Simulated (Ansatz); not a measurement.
LiMg and its free atoms, a cohesive energy from free atoms

Computed with the Ansatz DFT code, driven from Python.

`limg.py`
```python
from collections import Counter
import warnings

import ansatz
from ase import Atoms


def counts(outcome):
    return Counter(site.symbol for site in outcome.lattice.sites)

UNPAIRED = {"Li": 1, "Mg": 0}  # unpaired electrons of the free atoms


def ground_state(name, crystal):
    calc = (
        crystal.calculation()
        .functional("lda")
        .basis(500)
        .kpoints(spacing=0.14)
        .occupations("fermi_dirac", width=0.02)
    )
    if name.endswith(" atom"):
        calc = calc.kpoints(1, 1, 1).occupations("fermi_dirac", width=0.01)
        if UNPAIRED[name.split()[0]]:
            calc = calc.spin("collinear")
        return calc.run(threads=1, backend="cpu")
    calc = calc.relax(force_tolerance=0.02, max_steps=40, cell=True)
    return calc.run(threads=1, backend="cpu")


def main() -> None:
    warnings.simplefilter("ignore", ansatz.DeckWarning)

    phases = {}
    atoms = Atoms(
        ["Li", "Mg"],
        scaled_positions=[
            (0.0, 0.0, 0.0),
            (0.5, 0.5, 0.5),
        ],
        cell=[
            (1.72462, -2.46195, 0.0),
            (1.72462, 2.46195, 0.0),
            (0.0, 0.0, 4.88841),
        ],
        pbc=True,
    )
    limg = ansatz.Crystal.from_ase(atoms)
    phases["LiMg"] = limg
    for element, moment in UNPAIRED.items():
        phases[f"{element} atom"] = ansatz.Lattice.orthorhombic(9.0, 9.5, 10.0).atom(element, (0.5, 0.5, 0.5), moment=moment or None)

    done = {}
    for name, crystal in phases.items():
        done[name] = ground_state(name, crystal)
        print(f"{name}: {done[name].report['energy_sigma0_ev']:.4f} eV, {len(done[name].lattice.sites)} atoms")

    for element in UNPAIRED:
        atom = done[f"{element} atom"].report
        print(f"{element} atom: {atom['energy_sigma0_ev']:.4f} eV, moment {atom['magnetization_mub']:.2f} muB")
    solid = done["LiMg"]
    n = counts(solid)
    binding = (sum(k * done[f"{e} atom"].report["energy_sigma0_ev"] for e, k in n.items()) - solid.report["energy_sigma0_ev"]) / sum(n.values())
    print(f"cohesive energy {binding:.3f} eV/atom = {96.4853 * binding:.0f} kJ/mol of atoms (no zero-point energy)")


if __name__ == "__main__":
    main()
```

```console
$ python limg.py
LiMg: -2103.3332 eV, 2 atoms
Li atom: -199.8760 eV, 1 atoms
Mg atom: -1899.8510 eV, 1 atoms
Li atom: -199.8760 eV, moment 1.00 muB
Mg atom: -1899.8510 eV, moment 0.00 muB
cohesive energy 1.803 eV/atom = 174 kJ/mol of atoms (no zero-point energy)
```

Notes:
- Absolute energies stand on the zero of these potentials, so only differences at equal settings mean something.
- The magnetic order follows from the starting moments and needn't be the lowest.
- For the metals among these phases the mesh is modest: differences between phases can be off by up to 40 meV an atom.
- The cells come from databases of deposited and of computed structures, and not all need be stable phases.
- Free atoms in a box carry small image and symmetry errors, and spin-orbit coupling is left out.
- Wall time of the script: 26 s on 1 thread of AMD EPYC 9R45 96-Core Processor (Zen 5), on a shared host, peak memory 0.76 GiB.
